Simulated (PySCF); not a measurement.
# [BiF2]+: other functionals and bases at one geometry

An exercise on one series of results from a longer session: the logs are not shown, and one member is left open.

The runs use PySCF 2.14.0; several levels, as the steps say, no spin–orbit coupling.

2 further runs of the same task are left out: 2 for a known fault of the program.

### Where the work starts

3 atoms, charge 1, spin multiplicity 1.

Bond lengths: Bi1–F2 1.975 Å, Bi1–F3 1.975 Å. Angles: F2–Bi1–F3 95.4°.

Coordinates:

```
Bi    0.0000    0.0000   -0.4756
F     1.4602    0.0000    0.8539
F    -1.4602    0.0000    0.8539
```

Formal oxidation states: Bi +3. An earlier session relaxed this geometry at PBE0, Bi def2-SVP with ECP60, F def2-SVP (singlet, point group C2v).

At PBE0 on the finer grid: E = -413.677591 Eh, HOMO -16.89 eV, LUMO -10.78 eV, Mulliken charge on Bi1 +1.69 e, largest force component 0.052 eV/Å. 

Levels to run: B3LYP; wB97X; TPSS; r2SCAN; PBE0, TZVP; PBE0, x2c-SVP. Hardware: 2 threads of Arm Neoverse V1, shared host.

The first run:

The input, run.py (the lines that set the calculation):

```python
mol = gto.M(atom='''
Bi     0.00000     0.00000    -0.47557
F      1.46017     0.00000     0.85394
F     -1.46017     0.00000     0.85394''',
    basis={'Bi': 'def2-SVP', 'F': 'def2-SVP'},
    ecp={'Bi': 'def2-SVP'},
    charge=1, spin=0)
mf = dft.RKS(mol, xc='B3LYP')
mf.grids.atom_grid = (75, 302)
mf = mf.density_fit()  # fitting sets: Bi def2-universal-JKFIT, F def2-universal-JKFIT
mf.conv_tol = 1e-08; mf.max_cycle = 55
mf.kernel(dm0)  # dm0: the density of the relaxed state
```

On the command line:

```bash
> OMP_NUM_THREADS=2 python run.py
```

Among the steps run: B3LYP; wB97X; TPSS; r2SCAN; PBE0, TZVP; PBE0, x2c-SVP.

One of the session's tables, all rows but one given; the rest of the session is left out.

```
              level  HOMO (eV)  gap (eV)  charge on Bi1 (e)  dipole (D)  largest force component (eV/Å)
PBE0 (relaxed here)     -16.89      6.11               1.69        4.40                            0.05
              B3LYP     -16.61      5.56               1.66        4.27                            0.33
              wB97X          ?         ?                  ?           ?                               ?
               TPSS     -15.29      3.96               1.59        3.93                            0.70
             r2SCAN     -15.64      4.24               1.66        4.16                            0.27
         PBE0, TZVP     -17.08      6.26               1.69        4.39                            1.46
      PBE0, x2c-SVP     -16.91      6.11               1.73        4.38                            0.50
```

Q: Estimate the row for wB97X from the others.

The run gave: HOMO (eV): -19.15; gap (eV): 10.45; charge on Bi1 (e): 1.71; dipole (D): 4.54; largest force component (eV/Å): 0.27. In the column «HOMO (eV)» it is the lowest.

The dipole of a charged species depends on the origin, so these sizes hold for this origin alone.

In one basis the HOMO–LUMO gap runs from 3.96 eV (TPSS) to 10.45 eV (wB97X). The largest leftover force, 1.46 eV/Å with PBE0, TZVP, stands at a geometry relaxed at another level. Total energies of different levels can't be compared.
